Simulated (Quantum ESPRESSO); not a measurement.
# Ti (Fm-3m) in Quantum ESPRESSO: a series of runs

One crystal, Ti, is run at these levels: PBEsol, LDA; tasks: single point.

All numbers are computed with Quantum ESPRESSO 7.5; they aren't measurements. Logs are shortened: lines on timing, memory, paths and dates and some standing lists are left out, and cuts for length are marked.

## 1. The structure

It takes space group Fm-3m (No. 225, cubic). The conventional cell has a = 4.150 Å, b = 4.150 Å, c = 4.150 Å, α = 90.00°, β = 90.00°, γ = 90.00°. Around Ti (site symmetry m-3m) lie 12 Ti at 2.93 Å.

The cell was built by a generator and needn't be a form met in nature.

## 2. Single point, PBEsol

Input file pw.in:

```
&CONTROL
  calculation = 'scf'
  prefix = 'pwscf'
  outdir = './tmp'
  pseudo_dir = './pseudo'
  tprnfor = .true.
  tstress = .true.
  disk_io = 'nowf'
/
&SYSTEM
  ibrav = 0
  nat = 1
  ntyp = 1
  ecutwfc = 45
  ecutrho = 360
  nbnd = 12
  occupations = 'smearing'
  smearing = 'mp'
  degauss = 0.00734986
/
&ELECTRONS
  conv_thr = 2d-10
  electron_maxstep = 120
  mixing_beta = 0.5
/
ATOMIC_SPECIES
Ti    47.8670 ti_pbesol_v1.4.uspp.F.UPF
CELL_PARAMETERS angstrom
   0.0000000000    2.0750000000    2.0750000000
   2.0750000000    0.0000000000    2.0750000000
   2.0750000000    2.0750000000    0.0000000000
ATOMIC_POSITIONS crystal
Ti     0.0000000000    0.0000000000    0.0000000000
K_POINTS automatic
16 16 16 0 0 0
```

Potentials or basis: GBRV 1.5 PBEsol.

The run is started by

```console
$ OMP_NUM_THREADS=1 pw.x -in pw.in > pw.out
```

pw.out:

```text
This program is part of the open-source Quantum ESPRESSO suite
     for quantum simulation of materials; please cite
[... 9 lines left out ...]
     --------------------
     sticks:   dense  smooth     PW     G-vecs:    dense   smooth      PW
     Sum         757     379    121                13851     4957     941

     Using Slab Decomposition

     bravais-lattice index     =            0
     lattice parameter (alat)  =       5.5454  a.u.
     unit-cell volume          =     120.5816 (a.u.)^3
     number of atoms/cell      =            1
     number of atomic types    =            1
     number of electrons       =        12.00
     number of Kohn-Sham states=           12
     kinetic-energy cutoff     =      45.0000  Ry
     charge density cutoff     =     360.0000  Ry
     scf convergence threshold =      2.0E-10
     mixing beta               =       0.5000
     number of iterations used =            8  plain     mixing
     Exchange-correlation= SLA  PW   PSX  PSC
                           (   1   4  10   8   0   0   0)

     celldm(1)=   5.545388  celldm(2)=   0.000000  celldm(3)=   0.000000
     celldm(4)=   0.000000  celldm(5)=   0.000000  celldm(6)=   0.000000

     crystal axes: (cart. coord. in units of alat)
               a(1) = (   0.000000   0.707107   0.707107 )
               a(2) = (   0.707107   0.000000   0.707107 )
               a(3) = (   0.707107   0.707107   0.000000 )

     reciprocal axes: (cart. coord. in units 2 pi/alat)
               b(1) = ( -0.707107  0.707107  0.707107 )
               b(2) = (  0.707107 -0.707107  0.707107 )
               b(3) = (  0.707107  0.707107 -0.707107 )

     PseudoPot. # 1 for Ti read from file:
     ti_pbesol_v1.4.uspp.F.UPF
     Pseudo is Ultrasoft + core correction, Zval = 12.0
     Generated by new atomic code, or converted to UPF format
     Using radial grid of  851 points,  6 beta functions with:
                l(1) =   0
                l(2) =   0
                l(3) =   1
                l(4) =   1
                l(5) =   2
                l(6) =   2
     Q(r) pseudized with  6 coefficients,  rinner =    1.000   1.000   1.000
                                                       1.000   1.000

     atomic species   valence    mass     pseudopotential
     Ti               12.00    47.86700     Ti( 1.00)

     48 Sym. Ops., with inversion, found

   Cartesian axes

     site n.     atom                  positions (alat units)
         1        Ti     tau(   1) = (   0.0000000   0.0000000   0.0000000  )

     number of k points=   145  Methfessel-Paxton smearing, width (Ry)=  0.0073

     Number of k-points >= 100: set verbosity='high' to print them.

     Dense  grid:    13851 G-vectors     FFT dimensions: (  36,  36,  36)

     Smooth grid:     4957 G-vectors     FFT dimensions: (  24,  24,  24)

     Check: negative core charge=   -0.000016

     Initial potential from superposition of free atoms

     starting charge      11.0000, renormalised to      12.0000

     negative rho (up, down):  5.799E-04 0.000E+00
     Starting wfcs are   10 randomized atomic wfcs +    2 random wfcs

     Self-consistent Calculation

     iteration #  1     ecut=    45.00 Ry     beta= 0.50
     Davidson diagonalization with overlap
     ethr =  1.00E-02,  avg # of iterations =  4.8

     negative rho (up, down):  9.620E-04 0.000E+00

     total energy              =    -118.96466972 Ry
     estimated scf accuracy    <       0.67365270 Ry

     iteration #  2     ecut=    45.00 Ry     beta= 0.50
     Davidson diagonalization with overlap
     ethr =  5.61E-03,  avg # of iterations =  2.0

     negative rho (up, down):  5.015E-04 0.000E+00

     total energy              =    -119.13442011 Ry
     estimated scf accuracy    <       0.02038217 Ry

     iteration #  3     ecut=    45.00 Ry     beta= 0.50
     Davidson diagonalization with overlap
     ethr =  1.70E-04,  avg # of iterations =  2.3

     negative rho (up, down):  4.285E-04 0.000E+00

     total energy              =    -119.13900985 Ry
     estimated scf accuracy    <       0.00022777 Ry

     iteration #  4     ecut=    45.00 Ry     beta= 0.50
     Davidson diagonalization with overlap
     ethr =  1.90E-06,  avg # of iterations =  4.8

     negative rho (up, down):  4.136E-04 0.000E+00

     total energy              =    -119.13904190 Ry
     estimated scf accuracy    <       0.00004194 Ry

     iteration #  5     ecut=    45.00 Ry     beta= 0.50
     Davidson diagonalization with overlap
     ethr =  3.50E-07,  avg # of iterations =  2.0

     negative rho (up, down):  4.141E-04 0.000E+00

     total energy              =    -119.13905210 Ry
     estimated scf accuracy    <       0.00000161 Ry

     iteration #  6     ecut=    45.00 Ry     beta= 0.50
     Davidson diagonalization with overlap
     ethr =  1.34E-08,  avg # of iterations =  2.0

     negative rho (up, down):  4.139E-04 0.000E+00

     total energy              =    -119.13905257 Ry
     estimated scf accuracy    <       0.00000061 Ry

     iteration #  7     ecut=    45.00 Ry     beta= 0.50
     Davidson diagonalization with overlap
     ethr =  5.12E-09,  avg # of iterations =  1.9

     negative rho (up, down):  4.139E-04 0.000E+00

     total energy              =    -119.13905273 Ry
     estimated scf accuracy    <       0.00000002 Ry

     iteration #  8     ecut=    45.00 Ry     beta= 0.50
     Davidson diagonalization with overlap
     ethr =  1.56E-10,  avg # of iterations =  1.6

     negative rho (up, down):  4.139E-04 0.000E+00

     total energy              =    -119.13905274 Ry
     estimated scf accuracy    <          9.0E-10 Ry

     iteration #  9     ecut=    45.00 Ry     beta= 0.50
     Davidson diagonalization with overlap
     ethr =  7.48E-12,  avg # of iterations =  1.0

     negative rho (up, down):  4.139E-04 0.000E+00

     total energy              =    -119.13905274 Ry
     estimated scf accuracy    <          5.2E-10 Ry

     iteration # 10     ecut=    45.00 Ry     beta= 0.50
     Davidson diagonalization with overlap
     ethr =  4.33E-12,  avg # of iterations =  1.8

     negative rho (up, down):  4.139E-04 0.000E+00

     End of self-consistent calculation

     Number of k-points >= 100: set verbosity='high' to print the bands.

     the Fermi energy is    12.7047 ev

!    total energy              =    -119.13905274 Ry
     estimated scf accuracy    <          1.3E-12 Ry
     smearing contrib. (-TS)   =      -0.00004308 Ry
     internal energy E=F+TS    =    -119.13900965 Ry

     The total energy is F=E-TS. E is the sum of the following terms:
     one-electron contribution =     -41.66844371 Ry
     hartree contribution      =      24.55321080 Ry
     xc contribution           =     -17.83740287 Ry
     ewald contribution        =     -84.18637387 Ry

     convergence has been achieved in  10 iterations

     negative rho (up, down):  4.139E-04 0.000E+00

     Forces acting on atoms (cartesian axes, Ry/au):

     atom    1 type  1   force =     0.00000000    0.00000000    0.00000000

     Total force =     0.000000     Total SCF correction =     0.000000

     Computing stress (Cartesian axis) and pressure

     negative rho (up, down):  4.139E-04 0.000E+00
          total   stress  (Ry/bohr**3)                   (kbar)     P=      -69.97
  -0.00047567  -0.00000000  -0.00000000          -69.97       -0.00       -0.00
  -0.00000000  -0.00047567  -0.00000000           -0.00      -69.97       -0.00
  -0.00000000  -0.00000000  -0.00047567           -0.00       -0.00      -69.97

=------------------------------------------------------------------------------=
   JOB DONE.
=------------------------------------------------------------------------------=
```

Wall time 20 s (1 thread of Intel Xeon Platinum 8259CL at 2.50GHz (Skylake/Cascade Lake), shared host); peak memory 0.09 GiB.

Results:

```
Free energy            : -1620.9694 eV
Pressure               : -7.0 GPa
Band gap on the k mesh : none (metal or under the smearing width)
```

Levels at points of the mesh, in eV from the Fermi level:
| k point | band 2 | band 3 | band 4 | band 5 | band 6 | band 7 | band 8 | band 9 | band 10 | band 11 |
| --- | --- | --- | --- | --- | --- | --- | --- | --- | --- | --- |
| (0.00, 0.00, 0.00) | -32.49 | -32.49 | -32.49 | -6.01 | 0.87 | 0.87 | 0.87 | 2.44 | 2.44 | 15.13 |
| (0.00, 0.00, -0.50) | -33.11 | -32.57 | -32.57 | -2.52 | 0.58 | 0.76 | 0.76 | 3.49 | 3.49 | 7.91 |
| (0.00, -0.50, -0.50) | -33.06 | -32.70 | -32.70 | -2.48 | -1.63 | 2.72 | 3.47 | 3.76 | 3.76 | 10.25 |

## 3. Single point, LDA

pw.in: that of step 2 with these lines changed.

```diff
@@ -26,3 +26,3 @@
 ATOMIC_SPECIES
-Ti    47.8670 ti_pbesol_v1.4.uspp.F.UPF
+Ti    47.8670 ti_lda_v1.4.uspp.F.UPF
 CELL_PARAMETERS angstrom
```

Potentials or basis: GBRV 1.5 LDA.

The run is started by

```console
$ OMP_NUM_THREADS=1 pw.x -in pw.in > pw.out
```

pw.out:

```text
This program is part of the open-source Quantum ESPRESSO suite
     for quantum simulation of materials; please cite
[... 9 lines left out ...]
     --------------------
     sticks:   dense  smooth     PW     G-vecs:    dense   smooth      PW
     Sum         757     379    121                13851     4957     941

     Using Slab Decomposition

     bravais-lattice index     =            0
     lattice parameter (alat)  =       5.5454  a.u.
     unit-cell volume          =     120.5816 (a.u.)^3
     number of atoms/cell      =            1
     number of atomic types    =            1
     number of electrons       =        12.00
     number of Kohn-Sham states=           12
     kinetic-energy cutoff     =      45.0000  Ry
     charge density cutoff     =     360.0000  Ry
     scf convergence threshold =      2.0E-10
     mixing beta               =       0.5000
     number of iterations used =            8  plain     mixing
     Exchange-correlation=  SLA  PZ   NOGX NOGC
                           (   1   1   0   0   0   0   0)

     celldm(1)=   5.545388  celldm(2)=   0.000000  celldm(3)=   0.000000
     celldm(4)=   0.000000  celldm(5)=   0.000000  celldm(6)=   0.000000

     crystal axes: (cart. coord. in units of alat)
               a(1) = (   0.000000   0.707107   0.707107 )
               a(2) = (   0.707107   0.000000   0.707107 )
               a(3) = (   0.707107   0.707107   0.000000 )

     reciprocal axes: (cart. coord. in units 2 pi/alat)
               b(1) = ( -0.707107  0.707107  0.707107 )
               b(2) = (  0.707107 -0.707107  0.707107 )
               b(3) = (  0.707107  0.707107 -0.707107 )

     PseudoPot. # 1 for Ti read from file:
     ti_lda_v1.4.uspp.F.UPF
     Pseudo is Ultrasoft + core correction, Zval = 12.0
     Generated by new atomic code, or converted to UPF format
     Using radial grid of  851 points,  6 beta functions with:
                l(1) =   0
                l(2) =   0
                l(3) =   1
                l(4) =   1
                l(5) =   2
                l(6) =   2
     Q(r) pseudized with  6 coefficients,  rinner =    1.000   1.000   1.000
                                                       1.000   1.000

     atomic species   valence    mass     pseudopotential
     Ti               12.00    47.86700     Ti( 1.00)

     48 Sym. Ops., with inversion, found

   Cartesian axes

     site n.     atom                  positions (alat units)
         1        Ti     tau(   1) = (   0.0000000   0.0000000   0.0000000  )

     number of k points=   145  Methfessel-Paxton smearing, width (Ry)=  0.0073

     Number of k-points >= 100: set verbosity='high' to print them.

     Dense  grid:    13851 G-vectors     FFT dimensions: (  36,  36,  36)

     Smooth grid:     4957 G-vectors     FFT dimensions: (  24,  24,  24)

     Check: negative core charge=   -0.000016

     Initial potential from superposition of free atoms

     starting charge      11.0000, renormalised to      12.0000

     negative rho (up, down):  5.061E-04 0.000E+00
     Starting wfcs are   10 randomized atomic wfcs +    2 random wfcs

     Self-consistent Calculation

     iteration #  1     ecut=    45.00 Ry     beta= 0.50
     Davidson diagonalization with overlap
     ethr =  1.00E-02,  avg # of iterations =  4.8

     negative rho (up, down):  5.257E-04 0.000E+00

     total energy              =    -119.05592099 Ry
     estimated scf accuracy    <       0.66199177 Ry

     iteration #  2     ecut=    45.00 Ry     beta= 0.50
     Davidson diagonalization with overlap
     ethr =  5.52E-03,  avg # of iterations =  2.0

     negative rho (up, down):  4.281E-04 0.000E+00

     total energy              =    -119.22551730 Ry
     estimated scf accuracy    <       0.02361349 Ry

     iteration #  3     ecut=    45.00 Ry     beta= 0.50
     Davidson diagonalization with overlap
     ethr =  1.97E-04,  avg # of iterations =  2.1

     negative rho (up, down):  3.537E-04 0.000E+00

     total energy              =    -119.23072289 Ry
     estimated scf accuracy    <       0.00024975 Ry

     iteration #  4     ecut=    45.00 Ry     beta= 0.50
     Davidson diagonalization with overlap
     ethr =  2.08E-06,  avg # of iterations =  5.0

     negative rho (up, down):  3.398E-04 0.000E+00

     total energy              =    -119.23076384 Ry
     estimated scf accuracy    <       0.00004474 Ry

     iteration #  5     ecut=    45.00 Ry     beta= 0.50
     Davidson diagonalization with overlap
     ethr =  3.73E-07,  avg # of iterations =  2.0

     negative rho (up, down):  3.394E-04 0.000E+00

     total energy              =    -119.23077561 Ry
     estimated scf accuracy    <       0.00000303 Ry

     iteration #  6     ecut=    45.00 Ry     beta= 0.50
     Davidson diagonalization with overlap
     ethr =  2.53E-08,  avg # of iterations =  1.9

     negative rho (up, down):  3.392E-04 0.000E+00

     total energy              =    -119.23077647 Ry
     estimated scf accuracy    <       0.00000046 Ry

     iteration #  7     ecut=    45.00 Ry     beta= 0.50
     Davidson diagonalization with overlap
     ethr =  3.81E-09,  avg # of iterations =  1.6

     negative rho (up, down):  3.393E-04 0.000E+00

     total energy              =    -119.23077657 Ry
     estimated scf accuracy    <          1.8E-09 Ry

     iteration #  8     ecut=    45.00 Ry     beta= 0.50
     Davidson diagonalization with overlap
     ethr =  1.50E-11,  avg # of iterations =  2.0

     negative rho (up, down):  3.392E-04 0.000E+00

     End of self-consistent calculation

     Number of k-points >= 100: set verbosity='high' to print the bands.

     the Fermi energy is    12.5245 ev

!    total energy              =    -119.23077657 Ry
     estimated scf accuracy    <          2.9E-11 Ry
     smearing contrib. (-TS)   =      -0.00005459 Ry
     internal energy E=F+TS    =    -119.23072198 Ry

     The total energy is F=E-TS. E is the sum of the following terms:
     one-electron contribution =     -41.84123282 Ry
     hartree contribution      =      24.61632456 Ry
     xc contribution           =     -17.81943985 Ry
     ewald contribution        =     -84.18637387 Ry

     convergence has been achieved in   8 iterations

     negative rho (up, down):  3.392E-04 0.000E+00

     Forces acting on atoms (cartesian axes, Ry/au):

     atom    1 type  1   force =     0.00000000    0.00000000    0.00000000

     Total force =     0.000000     Total SCF correction =     0.000000

     Computing stress (Cartesian axis) and pressure

     negative rho (up, down):  3.392E-04 0.000E+00
          total   stress  (Ry/bohr**3)                   (kbar)     P=     -110.10
  -0.00074844  -0.00000000   0.00000000         -110.10       -0.00        0.00
  -0.00000000  -0.00074844   0.00000000           -0.00     -110.10        0.00
  -0.00000000   0.00000000  -0.00074844           -0.00        0.00     -110.10

=------------------------------------------------------------------------------=
   JOB DONE.
=------------------------------------------------------------------------------=
```

Run time: 18 s. Hardware: 1 thread of Intel Xeon Platinum 8488C (Sapphire Rapids), shared host; peak memory 0.09 GiB.

Results:

| Quantity | Value |
| --- | --- |
| Free energy | -1622.2174 eV |
| Pressure | -11.0 GPa |
| Band gap on the k mesh | none (metal or under the smearing width) |

Levels at points of the mesh, in eV from the Fermi level:
| k point | band 3 | band 4 | band 5 | band 6 | band 7 | band 8 | band 9 | band 10 |
| --- | --- | --- | --- | --- | --- | --- | --- | --- |
| (0.00, 0.00, 0.00) | -32.33 | -32.33 | -5.95 | 0.84 | 0.84 | 0.84 | 2.39 | 2.39 |
| (0.00, 0.00, -0.50) | -32.41 | -32.41 | -2.51 | 0.67 | 0.72 | 0.72 | 3.45 | 3.45 |
| (0.00, -0.50, -0.50) | -32.55 | -32.55 | -2.48 | -1.64 | 2.79 | 3.42 | 3.73 | 3.73 |
